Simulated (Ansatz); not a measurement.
# CH5ClSSi, SMILES S[SiH2]CCl: a short molecular-dynamics run

Program: Ansatz 0.2.0 through its Python package.

The script, `md_ch5clssi.py`:
```python
'''Molecular dynamics of one CH5ClSSi molecule.'''

import ansatz as az
from ase import Atoms
import numpy as np

atoms = Atoms(['S', 'Si', 'C', 'Cl', 'H', 'H', 'H', 'H', 'H'], positions=[
    (-0.9096, 1.9892, -0.3988),
    (0.2976, 0.5321, 0.4819),
    (-0.2669, -1.1259, -0.1097),
    (0.9125, -2.3651, 0.5785),
    (-0.4533, 1.9365, -1.667),
    (0.1874, 0.6882, 1.9562),
    (1.72, 0.8466, 0.069),
    (-0.15, -1.2001, -1.1915),
    (-1.2493, -1.3477, 0.2643),
])
molecule = az.Crystal.molecule_from_ase(atoms)

calculation = molecule.calculation()
calculation = calculation.basis(gaussian='def2-SVP')
calculation = calculation.functional('PBE0')
calculation = calculation.md('nve', timestep=0.5, steps=30, temperature=300, initial_velocities='maxwell_boltzmann', seed=3)
frames = []
calculation.session().plan().execute(on_event=lambda e: frames.append(e['data']) if e['event'] == 'md_step' else None)
print('t (fs)   E_pot (eV)      E_kin (eV)   T (K)   d(0-1) (A)')
for f in frames[::2]:
    xyz = np.array(f['positions_ang'])
    print(f'{f["time_fs"]:6.2f} {f["lagrangian_ev"]:14.5f} {f["e_kin_ev"]:10.5f} {f["temperature_k"]:8.1f} {np.linalg.norm(xyz[0] - xyz[1]):9.4f}')
kept = np.array([f['conserved_ev'] for f in frames])
print(f'conserved energy moves by at most {1000 * np.ptp(kept):.3f} meV')
symbols = [site.symbol for site in molecule.cartesian_sites]
with open('last_frame.xyz', 'w') as handle:
    handle.write(f'{len(symbols)}\nt = {frames[-1]["time_fs"]} fs\n')
    handle.writelines('{:2s} {:10.5f} {:10.5f} {:10.5f}\n'.format(s, *xyz) for s, xyz in zip(symbols, frames[-1]['positions_ang']))
```

```console
$ python md_ch5clssi.py
t (fs)   E_pot (eV)      E_kin (eV)   T (K)   d(0-1) (A)
  0.00   -32331.59906    0.27145    300.0    2.0871
  1.00   -32331.60395    0.27696    306.1    2.0864
  2.00   -32331.55353    0.22792    251.9    2.0862
  3.00   -32331.52425    0.19914    220.1    2.0868
  4.00   -32331.54799    0.22248    245.9    2.0879
  5.00   -32331.60170    0.27539    304.4    2.0896
  6.00   -32331.63589    0.30875    341.2    2.0919
  7.00   -32331.60477    0.27770    306.9    2.0946
  8.00   -32331.52365    0.19828    219.1    2.0978
  9.00   -32331.49037    0.16570    183.1    2.1015
 10.00   -32331.54078    0.21430    236.8    2.1056
 11.00   -32331.57845    0.25110    277.5    2.1101
 12.00   -32331.54658    0.22020    243.4    2.1150
 13.00   -32331.49204    0.16669    184.2    2.1201
 14.00   -32331.47395    0.14880    164.5    2.1256
 15.00   -32331.50654    0.18100    200.0    2.1312
conserved energy moves by at most 2.963 meV
```

`last_frame.xyz`, as written:
```text
9
t = 15.0 fs
S    -0.92437    2.02444   -0.39188
Si    0.31628    0.51670    0.46236
C    -0.25131   -1.19477   -0.09211
Cl    0.91208   -2.33809    0.58091
H    -0.34055    1.81514   -1.57049
H    -0.04003    0.59629    1.90165
H     1.78768    0.44542    0.13607
H    -0.22024   -1.24788   -1.18988
H    -1.35355   -1.50630    0.18357
```

Total energies depend on the basis set; only differences at equal settings carry meaning. The trajectory is only some femtoseconds long, so its temperature is not equilibrated; where the script doesn't relax first, it starts from a rough generated geometry. The temperature counts the internal degrees of freedom alone. Hardware and time: 95 s on 1 thread of Intel(R) Xeon(R) Platinum 8488C (Sapphire Rapids), on a shared host, peak memory 0.27 GiB.

(Lines on the test bed's own set-up are left out of the output.)
